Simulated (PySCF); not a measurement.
# Solver options tried on AsI (triplet)

Aim: find out which solver settings change the answer for AsI (triplet).

Computed with PySCF 2.14.0. Level: each script names its method and basis.

5 further runs of the same task are left out: 1 for a known fault of the program, 4 that didn't finish.

### 1 The starting structure

AsI (triplet): 2 atoms, charge 0, spin multiplicity 3.

Bond lengths: As1–I2 2.609 Å.

### 2 Base script

input.py

```python
from pyscf import gto, scf, tdscf

mol = gto.M(
    atom='As 0 0 0; I 0 0 2.609',
    basis='lanl2dz',
    ecp={'As': 'lanl2dz', 'I': 'lanl2dz'},
    charge=0,
    spin=2,
    symmetry=True,
    verbose=4,
)
mf = scf.UHF(mol)
mf.kernel()
td = tdscf.TDHF(mf)
td.nstates = 6
td.kernel()
td.analyze(verbose=3)
mf.dip_moment()
print('orbital energies (hartree):', [e[max(0, n-3):n+3].round(4) for e, n in zip(mf.mo_energy, mol.nelec)])
```

Launch:

```
OMP_NUM_THREADS=1 python input.py
```

Its log is not repeated here.

In short: E(SCF) = -17.120579 Eh, 11 cycles, ⟨S²⟩ = 2.059, μ = 2.10 D, excitations 2.93, 2.93, 3.45, 4.61, 4.61 eV.

The bond length is a typed value, not an optimised one. The triplet is typed in the script; nothing here shows that it is the ground state.

### 3 Smearing width 0.01 hartree

Variant 1 changes smearing width: none → 0.01 hartree; step after the SCF: tddft → none.

input.py

```python
from pyscf import gto, scf

mol = gto.M(
    atom='As 0 0 0; I 0 0 2.609',
    basis='lanl2dz',
    ecp={'As': 'lanl2dz', 'I': 'lanl2dz'},
    charge=0,
    spin=2,
    symmetry=True,
    verbose=4,
)
mf = scf.UHF(mol)
mf = scf.addons.smearing_(mf, sigma=0.01, method='fermi')
mf.kernel()
mf.dip_moment()
print('orbital energies (hartree):', [e[max(0, n-3):n+3].round(4) for e, n in zip(mf.mo_energy, mol.nelec)])
```

Launch:

```
OMP_NUM_THREADS=1 python input.py
```

### 4 Damping 0.95

Variant 2 changes damping: none → 0.95.

input.py: that of step 2 with these lines changed.

```diff
@@ -12,2 +12,4 @@
 mf = scf.UHF(mol)
+mf.damp = 0.95
+mf.diis_start_cycle = 8
 mf.kernel()
```

### 5 Initial guess core

Variant 3 changes initial guess: minao → core.

input.py: that of step 2 with these lines changed.

```diff
@@ -12,2 +12,3 @@
 mf = scf.UHF(mol)
+mf.init_guess = 'core'
 mf.kernel()
```

Before running it: what results should come out? Wanted: for each run, E(SCF); from base; gap, α spin; SCF dipole; after the SCF.

As calculated:

| run | E(SCF) (hartree) | from base (eV) | cycles | gap, α spin (eV) | SCF dipole (D) | after the SCF |
| --- | --- | --- | --- | --- | --- | --- |
| base | -17.120579 | 0 | 11 | 9.77 | 2.10 | lowest root found 2.93 eV |
| smearing width 0.01 hartree | -16.926520 | not comparable | 9 | n/a | 1.22 | n/a |
| damping 0.95 | -17.120579 | 0.0000 | 16 | 9.77 | 2.10 | lowest root found 2.93 eV |
| initial guess core | -17.120579 | 0.0000 | 11 | 9.77 | 2.10 | lowest root found 2.93 eV |

Distance from each run's final energy (log10 hartree) by cycle:

| run | cycle 1 | cycle 2 | cycle 3 | cycle 5 | cycle 8 | cycle 12 |
| --- | --- | --- | --- | --- | --- | --- |
| base | -1.0 | -2.1 | -2.7 | -3.3 | -6.2 | done |
| smearing width 0.01 hartree | -1.1 | -1.4 | -2.0 | -4.3 | -10.8 | done |
| damping 0.95 | -1.0 | -1.1 | -1.1 | -1.3 | -2.3 | -3.7 |
| initial guess core | -1.0 | -2.1 | -2.7 | -3.3 | -6.2 | done |

What this shows: The SCF energy stays the same, to the digits that matter, with damping 0.95 or initial guess core. PySCF falls back to minao for a guess that it doesn't know or can't read, so that run repeats the base. The base needs 11 cycles and the run with damping 0.95 needs 16.
